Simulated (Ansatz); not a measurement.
# CH5AlOS: a ladder of functionals and wavefunction methods

The task here is to estimate one member of a computed series from the others.

Computed with Ansatz 0.2.0, Gaussian basis. Level: functionals in def2-TZVPP, the program's frozen cores in correlated methods.

The runs, in order: LDA (SPW92), PBE-D4, revPBE-D4, BLYP-D4, r2SCAN-D4, B97M-V, PBE0-D4, B3LYP-D4, r2SCANh-D4, r2SCAN0-D4, HSE06-D4, BHLYP-D4, CAM-B3LYP-D4, LC-ωPBE, ωB97X-V, ωB97M-V, B2PLYP, PBE-QIDH; CCSD(T)/def2-SVP; CCSD(T)/def2-TZVPP; MP2/def2-QZVPP; extrapolation to the limit; RPA on PBE.

## The relaxed structure

The geometry comes from an earlier relaxation with PBE0-D4 in a triple-zeta def2 set; it is a stationary point, not always the lowest conformer.

SMILES `[AlH2][O]CS`, 9 atoms, charge 0, spin multiplicity 1.

Atoms are counted from 1 here; the program's logs count them from 0.

Bond lengths: Al1–O2 1.771 Å, Al1–H5 1.586 Å, Al1–H6 1.584 Å, O2–C3 1.357 Å, C3–S4 1.887 Å, C3–H7 1.094 Å, C3–H8 1.098 Å, S4–H9 1.345 Å. Angles: O2–Al1–H5 116.5°, O2–Al1–H6 116.4°, H5–Al1–H6 122.7°, Al1–O2–C3 107.2°, O2–C3–S4 108.7°, O2–C3–H7 113.9°, O2–C3–H8 114.4°, S4–C3–H7 106.8°, S4–C3–H8 102.8°, H7–C3–H8 109.3°, C3–S4–H9 95.9°.

Coordinates:

```xyz
9

Al   -0.07629    1.24889   -0.67654
O    -0.33718   -0.46056   -1.05898
C     0.19241   -1.18512   -0.04080
S     0.45747   -0.04586    1.43944
H     1.30181    1.87649   -1.14899
H    -1.37457    2.12269   -0.42855
H    -0.44864   -2.00383    0.30062
H     1.20196   -1.57143   -0.23492
H    -0.82848   -0.02758    1.83152
```

The first run:

in.yaml reads:

```yaml
crystal:
  periodic: [false, false, false]
  atoms:
    - {symbol: Al, position_ang: [-0.076285, 1.248892, -0.676540]}
    - {symbol: O, position_ang: [-0.337182, -0.460556, -1.058979]}
    - {symbol: C, position_ang: [0.192412, -1.185122, -0.040803]}
    - {symbol: S, position_ang: [0.457465, -0.045863, 1.439438]}
    - {symbol: H, position_ang: [1.301814, 1.876487, -1.148992]}
    - {symbol: H, position_ang: [-1.374566, 2.122692, -0.428552]}
    - {symbol: H, position_ang: [-0.448640, -2.003826, 0.300624]}
    - {symbol: H, position_ang: [1.201960, -1.571426, -0.234915]}
    - {symbol: H, position_ang: [-0.828478, -0.027576, 1.831517]}
basis:
  gaussian: {orbitals: def2-TZVPP}
hamiltonian: {xc: lda}
output: {orbitals: {seedname: orbitals}}
```

On the command line:

```bash
$ ansatz run in.yaml --threads 2 --pin off --events-out ev --progress --plain --max-ram 4352MiB
```

Among the steps run: LDA; PBE-D4 (GGA); revPBE-D4 (GGA); BLYP-D4 (GGA); r2SCAN-D4 (meta-GGA); B97M-V (meta-GGA); PBE0-D4 (hybrid); B3LYP-D4 (hybrid); r2SCANh-D4 (hybrid); r2SCAN0-D4 (hybrid); HSE06-D4 (hybrid); BHLYP-D4 (hybrid); CAM-B3LYP-D4 (range-separated); LC-ωPBE (range-separated); ωB97X-V (range-separated); ωB97M-V (range-separated); B2PLYP (double hybrid); PBE-QIDH (double hybrid).

One of the session's tables, all rows but one given; the rest of the session is left out.

It belongs to the step «Orbital energies across the functionals». 

| functional | HOMO (eV) | gap (eV) |
| --- | --- | --- |
| LDA (SPW92) | -6.28 | 4.51 |
| PBE-D4 | -6.20 | 4.62 |
| revPBE-D4 | -6.17 | 4.67 |
| BLYP-D4 | -6.12 | 4.63 |
| r2SCAN-D4 | ? | ? |
| B97M-V | -6.66 | 5.26 |
| PBE0-D4 | -7.60 | 6.96 |
| B3LYP-D4 | -7.41 | 6.50 |
| r2SCANh-D4 | -7.05 | 6.10 |
| r2SCAN0-D4 | -7.83 | 7.38 |
| HSE06-D4 | -7.20 | 6.18 |
| BHLYP-D4 | -8.94 | 9.20 |
| CAM-B3LYP-D4 | -9.01 | 9.37 |
| LC-ωPBE | -10.34 | 11.90 |
| ωB97X-V | -10.03 | 11.44 |
| ωB97M-V | -9.87 | 11.01 |

**Question.** Estimate the row for r2SCAN-D4.

Worked estimate for «HOMO (eV)». Against the share of exact exchange, r2SCANh-D4 (0.1, -7.05), r2SCAN0-D4 (0.25, -7.83) give a slope of -5.20 per unit share; at 0 the line stands at -6.53.

The run gave: HOMO (eV): -6.53; gap (eV): 5.24. In «HOMO (eV)» the line misses by 0.00.
